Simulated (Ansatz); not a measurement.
# Si3AsF: the cost of one run

Program: Ansatz 0.2.0. Level of theory: DFT PBE, scalar-relativistic, plane waves, PAW. These are calculated values, not measurements.

1 further run of the same task is left out (it didn't finish).

## Step 1: The structure to begin with

Symmetry: Pm-3m, No. 221, cubic system. The conventional cell has a = 4.193 Å, b = 4.193 Å, c = 4.193 Å, α = 90.00°, β = 90.00°, γ = 90.00°. Around Si (site symmetry 4/mmm) lie 2 F at 2.10 Å. As (site symmetry m-3m) is surrounded by 12 Si at 2.96 Å. F (site symmetry m-3m) is surrounded by 6 Si at 2.10 Å.

Coordinates:

```cif
data_structure
_symmetry_space_group_name_H-M 'P 1'
_symmetry_Int_Tables_number 1
_cell_length_a 4.1930
_cell_length_b 4.1930
_cell_length_c 4.1930
_cell_angle_alpha 90.000
_cell_angle_beta 90.000
_cell_angle_gamma 90.000
_cell_volume 73.72
loop_
_atom_site_label
_atom_site_type_symbol
_atom_site_fract_x
_atom_site_fract_y
_atom_site_fract_z
_atom_site_occupancy
Si1 Si 0.00000 0.50000 0.50000 1
Si2 Si 0.50000 0.00000 0.50000 1
Si3 Si 0.50000 0.50000 0.00000 1
As1 As 0.00000 0.00000 0.00000 1
F1 F 0.50000 0.50000 0.50000 1
```

A structure generator made this guess: species swapped into a database cell of NdBPd3 (Pm-3m, No. 221), with As on the Nd sites, F on the B sites and Si on the Pd sites. Its size is a rough estimate.

## Step 2: A first look at the guess

Input file input.yaml:

```yaml
crystal:
  lattice:
    - [4.19298899, 0.0, 0.0]
    - [0.0, 4.19298899, 0.0]
    - [0.0, 0.0, 4.19298899]
  atoms:
    - { symbol: Si, position: [0.0, 0.5, 0.5] }
    - { symbol: Si, position: [0.5, 0.0, 0.5] }
    - { symbol: Si, position: [0.5, 0.5, 0.0] }
    - { symbol: As, position: [0.0, 0.0, 0.0] }
    - { symbol: F, position: [0.5, 0.5, 0.5] }
basis:
  ecutwfc: 420
kpoints:
  mp_grid: { grid: [4, 4, 4] }
hamiltonian:
  xc: pbe
scf:
  occupations: { method: gaussian, width: 0.1 }
  lower_state_search: "off"
output:
  forces: true
  stress: true
  eigenvalues: true
```

Launch:

```console
$ ansatz run input.yaml --threads 1 --pin off --max-ram 2560MiB --backend cpu --events-out ev --progress --plain --runs-dir out
```

**Question.** How long does this run take on 1 thread of Intel Xeon at 2.70GHz, shared host, and how much memory does it need?

About 1.4 s, with a peak of 0.34 GiB.
